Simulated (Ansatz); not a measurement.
# C5H8BClO3: a ladder of functionals and wavefunction methods

How much do the methods differ for C5H8BClO3? The plan is to run it at one geometry with functionals of several rungs and with coupled cluster. The yardstick is the atomisation energy at the CCSD(T) limit.

The runs use Ansatz 0.2.0, Gaussian basis; functionals in def2-TZVPP, the program's frozen cores in correlated methods.

Plan: LDA (SPW92), PBE-D4, revPBE-D4, BLYP-D4, r2SCAN-D4, B97M-V, PBE0-D4, B3LYP-D4, r2SCANh-D4, r2SCAN0-D4, HSE06-D4, BHLYP-D4, CAM-B3LYP-D4, LC-ωPBE, ωB97X-V, ωB97M-V, B2PLYP, PBE-QIDH; CCSD(T)/def2-SVP; CCSD(T)/def2-TZVPP; MP2/def2-QZVPP; extrapolation to the limit; RPA on PBE.

## (1) The relaxed structure

All runs share one geometry, relaxed beforehand with PBE0-D4 in a triple-zeta def2 set.

SMILES `CC1=CC(C)=[O+][B-](O)(Cl)O1`, 18 atoms, charge 0, spin multiplicity 1.

Atoms are counted from 1 here; the program's logs count them from 0.

Bond lengths: C1–C2 1.484 Å, C1–H11 1.088 Å, C1–H12 1.092 Å, C1–H13 1.094 Å, C2–C3 1.388 Å, C2–O10 1.281 Å, C3–C4 1.388 Å, C3–H14 1.079 Å, C4–C5 1.484 Å, C4–O6 1.281 Å, C5–H15 1.094 Å, C5–H16 1.088 Å, C5–H17 1.092 Å, O6–B7 1.520 Å, B7–O8 1.386 Å, B7–Cl9 1.846 Å, B7–O10 1.520 Å, O8–H18 0.959 Å. Angles: C2–C1–H11 112.1°, C2–C1–H12 109.6°, C2–C1–H13 108.4°, H11–C1–H12 110.1°, H11–C1–H13 109.4°, H12–C1–H13 107.0°, C1–C2–C3 122.8°, C1–C2–O10 115.5°, C3–C2–O10 121.7°, C2–C3–C4 118.1°, C2–C3–H14 120.7°, C4–C3–H14 120.7°, C3–C4–C5 122.8°, C3–C4–O6 121.7°, C5–C4–O6 115.5°, C4–C5–H15 108.4°, C4–C5–H16 112.1°, C4–C5–H17 109.6° and more.

## (2) LDA

This LDA is Slater exchange with PW92 correlation.

File in.yaml:

```yaml
crystal:
  periodic: [false, false, false]
  atoms:
    - {symbol: C, position_ang: [1.492029, -2.091458, -0.763895]}
    - {symbol: C, position_ang: [0.790259, -0.898161, -0.230160]}
    - {symbol: C, position_ang: [-0.267452, -0.290336, -0.892350]}
    - {symbol: C, position_ang: [-0.989001, 0.684449, -0.217211]}
    - {symbol: C, position_ang: [-2.260461, 1.245877, -0.736378]}
    - {symbol: O, position_ang: [-0.609289, 1.137747, 0.918882]}
    - {symbol: B, position_ang: [0.799694, 0.890382, 1.431571]}
    - {symbol: O, position_ang: [0.865314, 0.952831, 2.814167]}
    - {symbol: Cl, position_ang: [1.901898, 2.136017, 0.630801]}
    - {symbol: O, position_ang: [1.205416, -0.476428, 0.905682]}
    - {symbol: H, position_ang: [1.012090, -2.483637, -1.658247]}
    - {symbol: H, position_ang: [1.538427, -2.863872, 0.006454]}
    - {symbol: H, position_ang: [2.522960, -1.809975, -0.997419]}
    - {symbol: H, position_ang: [-0.604893, -0.661895, -1.847316]}
    - {symbol: H, position_ang: [-2.103916, 2.304759, -0.961597]}
    - {symbol: H, position_ang: [-2.600333, 0.731075, -1.632716]}
    - {symbol: H, position_ang: [-3.027086, 1.194173, 0.039375]}
    - {symbol: H, position_ang: [0.296843, 0.309951, 3.241956]}
basis:
  gaussian: {orbitals: def2-TZVPP}
hamiltonian: {xc: lda}
output: {orbitals: {seedname: orbitals}}
```

The run is started by

```sh
$ ansatz run in.yaml --threads 4 --pin off --events-out ev --progress --plain --max-ram 66560MiB --backend cuda --devices 0, --max-vram 37GiB
```

The runs that follow: PBE-D4 (GGA); revPBE-D4 (GGA); BLYP-D4 (GGA); r2SCAN-D4 (meta-GGA); B97M-V (meta-GGA); B3LYP-D4 (hybrid); r2SCANh-D4 (hybrid); r2SCAN0-D4 (hybrid); HSE06-D4 (hybrid); BHLYP-D4 (hybrid); CAM-B3LYP-D4 (range-separated); LC-ωPBE (range-separated); ωB97X-V (range-separated); ωB97M-V (range-separated); B2PLYP (double hybrid); PBE-QIDH (double hybrid); CCSD(T) in def2-SVP; CCSD(T) in def2-TZVPP; MP2 in def2-QZVPP; RPA on PBE orbitals.

**Question.** What will the summary of the whole plan be? Wanted: atomisation energy, CCSD(T)/CBS; farthest beyond LDA; mean size of error, GGA; mean size of error, meta-GGA; mean size of error, hybrid; mean size of error, range-separated; mean size of error, double hybrid; gap, smallest and largest; T1 diagnostic.

The runs gave:

| quantity | value |
| --- | --- |
| atomisation energy, CCSD(T)/CBS | 82.649 eV |
| functionals within 0.413 eV (0.5 %) | BLYP-D4, B3LYP-D4, r2SCANh-D4, LC-ωPBE, ωB97X-V, PBE-QIDH |
| farthest beyond LDA | PBE-D4 (+3.023 eV) |
| mean size of error, GGA | 1.337 eV |
| mean size of error, meta-GGA | 0.823 eV |
| mean size of error, hybrid | 1.008 eV |
| mean size of error, range-separated | 0.463 eV |
| mean size of error, double hybrid | 0.402 eV |
| gap, smallest and largest | 3.20 eV (LDA (SPW92)), 10.19 eV (LC-ωPBE) |
| T1 diagnostic | 0.0158 |
| triples share of the correlation energy | 4.3 % |

In words: LDA overbinds by 14.030 eV (17 %). PBE-D4 is off by +3.023 eV. Double hybrids carry the basis error of their MP2 part in triple zeta, and no dispersion term here, so their miss is partly the set-up's. Taken by rung, double hybrid functionals do best (0.402 eV on average) and GGA ones worst beyond LDA (1.337 eV). hybrid functionals lie within the reference's doubt of that worst mean (1.008 eV), so those two tie. The gap between the best rungs is small, so their order is not settled. Misses under about 0.413 eV are within the doubt on the reference itself, which lacks core-valence correlation, relativity and higher excitations. Hartree-Fock recovers 73 % of the binding; the rest is correlation. CCSD(T) in def2-SVP is off by -3.366 eV, more than most functionals: a good method in a small basis is no reference. The gap grows from 3.2 to 10.2 eV across the functionals, mostly with the share of exact exchange.
